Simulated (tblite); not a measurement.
# C5H13N2PSi: the cost of one run

The runs use tblite 0.8.0 and PySCF 2.14.0, with density-fitted response routines of our own; the level of theory stands in each step. All values are computed, except where a source is named. Atoms are numbered from 0 throughout.

## Step 1: The starting structure

22 atoms, charge 0, multiplicity 1; geometry from: force field or distance geometry start.

Bonds of the start (Å): C0–Si1 1.87, Si1–P2 2.19, P2–N3 1.82, N3–C4 1.46, N3–C5 1.41, C5–C6 1.28, C6–N7 1.42, N7–C8 1.42, N7–P2 1.83, C0–H9 1.09, C0–H10 1.12, C0–H11 1.10, Si1–H12 1.45, Si1–H13 1.46, C4–H14 1.11, C4–H15 1.11, C4–H16 1.13, C5–H17 1.12, C6–H18 1.12, C8–H19 1.12, C8–H20 1.13, C8–H21 1.11.

## Step 2: Geometry optimisation with GFN2-xTB

The job: settings as JSON, then the geometry in Å.

```
{"job": {"kind": "relax", "xc": "GFN2-xTB", "basis": "xTB"}, "charge": 0, "multiplicity": 1}
C      3.275500     0.062400     0.593000
Si     1.797700     0.682600    -0.380100
P     -0.016400     0.170200     0.727800
N     -0.768500    -1.377900     0.140900
C     -0.068700    -2.633500    -0.089800
C     -2.145200    -1.089400     0.007000
C     -2.482800     0.145500    -0.014700
N     -1.457300     1.115300     0.112000
C     -1.554100     2.500100    -0.191900
H      4.223500     0.477000     0.261700
H      3.148300     0.418000     1.651400
H      3.232300    -1.040600     0.565400
H      1.770300     0.188600    -1.744400
H      1.911200     2.138700    -0.445200
H      1.023500    -2.470300    -0.182500
H     -0.291500    -3.391400     0.688500
H     -0.385900    -3.079100    -1.075400
H     -2.879700    -1.926800    -0.077900
H     -3.545600     0.473100    -0.112000
H     -2.157400     2.706900    -1.110100
H     -2.080000     3.000800     0.669800
H     -0.559300     2.949000    -0.395300
```

On the command line:

```sh
> OMP_NUM_THREADS=1 python probes_run.py task.json out
```

The driver reads the jobs from task.json and runs them one after another.

**Question.** How long does this first job take on 1 thread of Arm Neoverse V1, shared host, and how much memory does it need?

About 1.6 s, with a peak of 0.18 GiB.
